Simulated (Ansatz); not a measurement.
# H4NO3Ta: basis-set convergence

Aim: see how fast density functionals converge with the basis set for H4NO3Ta.

Program: Ansatz 0.2.0, Gaussian basis. Level of theory: one geometry, several basis sets. These are calculated values, not measurements.

Levels to be run: PBE0-D4/def2-SVP; ωB97M-V/def2-SVP; PBE0-D4/def2-QZVPP; ωB97M-V/def2-QZVPP; the functionals' def2-TZVPP values are taken from earlier runs.

1 further run of the same task is left out (for a known fault of the program).

### Step 1. The relaxed structure

All runs share one geometry, relaxed beforehand with PBE0-D4 in a triple-zeta def2 set. Ta takes the def2 core potential; no spin-orbit term is included.

SMILES `[NH2][Ta](=[O])([OH])[OH]`, 9 atoms, charge 0, spin multiplicity 1.

Atoms are counted from 1 here; the program's logs count them from 0.

Bond lengths: N1–Ta2 1.979 Å, N1–H6 1.009 Å, N1–H7 1.009 Å, Ta2–O3 1.721 Å, Ta2–O4 1.918 Å, Ta2–O5 1.914 Å, O4–H8 0.956 Å, O5–H9 0.957 Å. Angles: Ta2–N1–H6 125.6°, Ta2–N1–H7 124.1°, H6–N1–H7 110.2°, N1–Ta2–O3 105.6°, N1–Ta2–O4 112.6°, N1–Ta2–O5 109.1°, O3–Ta2–O4 108.0°, O3–Ta2–O5 111.7°, O4–Ta2–O5 109.8°, Ta2–O4–H8 133.2°, Ta2–O5–H9 130.0°.

### Step 2. PBE0-D4 in def2-SVP

File in.yaml:

```yaml
crystal:
  periodic: [false, false, false]
  atoms:
    - {symbol: N, position_ang: [0.901994, -0.427621, -1.273765]}
    - {symbol: Ta, position_ang: [0.038049, -0.042488, 0.464986]}
    - {symbol: O, position_ang: [1.209385, -0.437408, 1.663028]}
    - {symbol: O, position_ang: [-1.513193, -1.126976, 0.774541]}
    - {symbol: O, position_ang: [-0.442582, 1.808814, 0.528457]}
    - {symbol: H, position_ang: [0.523022, -0.200683, -2.181490]}
    - {symbol: H, position_ang: [1.812920, -0.849568, -1.371668]}
    - {symbol: H, position_ang: [-2.315892, -1.277794, 0.278300]}
    - {symbol: H, position_ang: [-0.125203, 2.507324, 1.100412]}
basis:
  gaussian: {orbitals: def2-SVP}
hamiltonian: {xc: pbe0, dispersion: d4}
output: {orbitals: {seedname: orbitals}}
```

Command:

```console
$ ansatz run in.yaml --threads 4 --pin off --events-out ev --progress --plain --max-ram 10444MiB
```

Further steps of the session: ωB97M-V in def2-SVP; PBE0-D4 in def2-QZVPP; ωB97M-V in def2-QZVPP.

**Question.** What will the summary of the whole plan be? Wanted: PBE0-D4: double and triple zeta above quadruple; ωB97M-V: double and triple zeta above quadruple.

**Answer**, as computed:

```
                                       quantity           value
PBE0-D4: double and triple zeta above quadruple  10.52, 0.46 eV
ωB97M-V: double and triple zeta above quadruple  10.77, 0.43 eV
```

In words: PBE0-D4 gains 10.07 eV from double to triple zeta, then 0.46 eV more. These are total energies; as a rule much of such shifts cancels in differences, which this series doesn't test. The LUMO of ωB97M-V is positive and keeps falling with the basis (1.19 to 0.42 eV): an unbound level that the basis holds in place.
